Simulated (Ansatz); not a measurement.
**RbTe2MoF6: two electronic states of one cell**

Aim: solve RbTe2MoF6 (a structure type of another compound, with these elements put in) from each of its saved states, at one geometry and mesh, and see which is lowest and how they differ.

Computed, not measured: Ansatz 0.2.0, DFT, PBE, with U_eff = 3.7 eV on Mo d, plane waves, PAW.

## (1) The cell

It takes space group Fm-3m (No. 225, cubic). The conventional cell has a = 8.704 Å, b = 8.704 Å, c = 8.704 Å, α = 90.00°, β = 90.00°, γ = 90.00°. Mo (site symmetry m-3m) has 6 F at 1.98 Å as nearest neighbours. Rb (site symmetry m-3m) is surrounded by 6 F at 2.38 Å. Te (site symmetry -43m) is surrounded by 12 F at 3.08 Å. F (site symmetry 4mm) is surrounded by 1 Mo at 1.98 Å and 1 Rb at 2.38 Å.

Coordinates:

```
Mo Rb Te F
1.0
     0.00000    4.35203    4.35203
     4.35203    0.00000    4.35203
     4.35203    4.35203    0.00000
Mo Rb Te F
1 1 2 6
Cartesian
  0.0000 0.0000 0.0000
  4.3520 4.3520 4.3520
  2.1760 2.1760 2.1760
  6.5280 6.5280 6.5280
  1.9758 4.3520 4.3520
  4.3520 1.9758 4.3520
  6.7282 4.3520 4.3520
  4.3520 6.7282 4.3520
  4.3520 4.3520 1.9758
  4.3520 4.3520 6.7282
```

The states: A, Mo1 up, Te3 down, Te4 down (collinear spin); B, Te3 down, Te4 up (collinear spin). Each run reads its own saved solution as saved_state.

## (2) Run from state A

File input.yaml:

```yaml
crystal:
  lattice:
    - [0.0, 4.35203, 4.35203]
    - [4.35203, 0.0, 4.35203]
    - [4.35203, 4.35203, 0.0]
  atoms:
    - { symbol: Mo, position: [0.0, 0.0, 0.0] }
    - { symbol: Rb, position: [0.5, 0.5, 0.5] }
    - { symbol: Te, position: [0.25, 0.25, 0.25] }
    - { symbol: Te, position: [0.75, 0.75, 0.75] }
    - { symbol: F, position: [0.773, 0.227, 0.227] }
    - { symbol: F, position: [0.227, 0.773, 0.227] }
    - { symbol: F, position: [0.227, 0.773, 0.773] }
    - { symbol: F, position: [0.773, 0.227, 0.773] }
    - { symbol: F, position: [0.227, 0.227, 0.773] }
    - { symbol: F, position: [0.773, 0.773, 0.227] }
  symmetry: { detect: false, time_reversal: true }
kpoints:
  mp_grid: { grid: [5, 5, 5], shift: [0, 0, 0] }
magnetization:
  spin_polarized: true
scf:
  occupations: { method: fermi_dirac }
  lower_state_search: "off"
  max_iter: 200
hamiltonian:
  pseudopotentials: { kind: paw }
  xc: pbe
  hubbard:
    projectors: all-electron-ortho-atomic
    sites: [{ species: Mo, l: d, u_eff: 3.7 }]
    double_counting: amf
basis:
  ecutwfc: 420
  fft_grid_basis: typed
output:
  forces: true
  stress: true
  eigenvalues: true
  bader: true
  populations: true
  elf: true
  write_potential: true
  volumetric_format: npy
  dos:
    e_range: [-12, 8]
    de: 0.05
    projected: { site_lists: { F: [F], Mo: [Mo], Rb: [Rb], Te: [Te] } }
checkpoint:
  read: saved_state
```

On the command line:

```bash
$ ansatz run input.yaml --threads 2 --pin off --max-ram 5120MiB --backend cpu --events-out ev --progress --plain --runs-dir out
```

## (4) State B: the run

input.yaml, as its differences from that of step 2:

```diff
@@ -6,3 +6,3 @@
   atoms:
-    - { symbol: Mo, position: [0.0, 0.0, 0.0] }
+    - { symbol: Mo, position: [0.0, 0.0, 0.0], spin: 2.0 }
     - { symbol: Rb, position: [0.5, 0.5, 0.5] }
@@ -19,2 +19,13 @@
   mp_grid: { grid: [5, 5, 5], shift: [0, 0, 0] }
+  band_path:
+    path:
+      - [0.0, 0.0, 0.0]
+      - [0.5, 0.0, 0.5]
+      - [0.625, 0.25, 0.625]
+      - [0.375, 0.375, 0.75]
+      - [0.0, 0.0, 0.0]
+      - [0.5, 0.5, 0.5]
+      - [0.5, 0.25, 0.75]
+      - [0.5, 0.0, 0.5]
+    npoints: 10
 magnetization:
```

(Steps that only read results are left out.)

What does the calculation give? Wanted: for each run, free energy; largest site moment; size of the net moment; gap; pressure; largest force.

The runs gave:

| state | free energy (meV/atom) | largest site moment (μB) | size of the net moment (μB/cell) | gap (eV) | pressure (GPa) | largest force (eV/Å) | SCF cycles |
| --- | --- | --- | --- | --- | --- | --- | --- |
| A | 10.6 | 1.45 | 2.97 | half-metal | 14.0 | 1.60 | 7 |
| B | 0.0 | 1.32 | 0.00 | metal | 13.9 | 1.52 | 22 |

**Reading.** State B wins by 10.6 meV per atom over A. They differ in kind: A is a half-metal, B is a metal. The atoms are far from rest (forces to 1.6 eV/Å), so order and character hold for this geometry alone. Every run converged, so convergence alone does not show that a state is the lowest.
